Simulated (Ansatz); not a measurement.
# Sb2Br4O: the cost of one run

Method: reference: DFT PBE, plane waves, PAW, scalar-relativistic, no spin polarisation, in Ansatz 0.2.0.

## 1. The structure to begin with

The structure is tetragonal, space group I4/mmm (No. 139). Conventional cell: a = 4.893 Å, b = 4.893 Å, c = 17.163 Å, α = 90.00°, β = 90.00°, γ = 90.00°. Br (site symmetry 4mm) has 1 O at 2.96 Å and 5 Sb at 3.27 to 3.51 Å as nearest neighbours. O (site symmetry 4/mmm) is surrounded by 4 Br at 2.45 Å. Around Sb (site symmetry 4mm) lie 9 Br at 3.27 to 3.51 Å. Br (site symmetry mmm) has 2 O at 2.45 Å and 4 Sb at 3.39 Å as nearest neighbours.

Coordinates:

```
CELL_PARAMETERS angstrom
0.00000 4.89288 0.00000
4.89288 0.00000 0.00000
2.44644 2.44644 -8.58166
ATOMIC_POSITIONS crystal
Br 0.32751 0.32751 0.34498
Br 0.67249 0.67249 0.65502
O 0.50000 0.50000 0.00000
Sb 0.13680 0.13680 0.72640
Sb 0.86320 0.86320 0.27360
Br 0.50000 0.00000 0.00000
Br 0.00000 0.50000 0.00000
```

## 2. The reference run

Contents of input.yaml:

```yaml
crystal:
  lattice:
    - [0.0, 4.892878, 0.0]
    - [4.892878, 0.0, 0.0]
    - [2.446439, 2.446439, -8.581665]
  atoms:
    - { symbol: Br, position: [0.32751, 0.32751, 0.34498] }
    - { symbol: Br, position: [0.67249, 0.67249, 0.65502] }
    - { symbol: O, position: [0.5, 0.5, 0.0] }
    - { symbol: Sb, position: [0.1368, 0.1368, 0.7264] }
    - { symbol: Sb, position: [0.8632, 0.8632, 0.2736] }
    - { symbol: Br, position: [0.5, 0.0, 0.0] }
    - { symbol: Br, position: [0.0, 0.5, 0.0] }
  symmetry: { tolerance: 0.0003 }
kpoints:
  mp_grid: { grid: [4, 4, 4], shift: [0, 0, 0] }
magnetization:
  spin_polarized: false
scf:
  occupations: { method: cold, width: 0.2699 }
hamiltonian:
  pseudopotentials: { kind: paw }
  xc: pbe
basis:
  ecutwfc: 420
output:
  forces: true
  stress: true
  eigenvalues: true
  write_density: true
  write_potential: true
  elf: true
  volumetric_format: npy
```

The run is started by

```bash
> ansatz run input.yaml --threads 1 --pin off --max-ram 2560MiB --backend cpu --events-out ev --progress --plain --runs-dir out
```

**Question.** How long does this run take on 1 thread of Arm Neoverse V1, shared host, and how much memory does it need?

About 8.1 s, with a peak of 0.43 GiB.
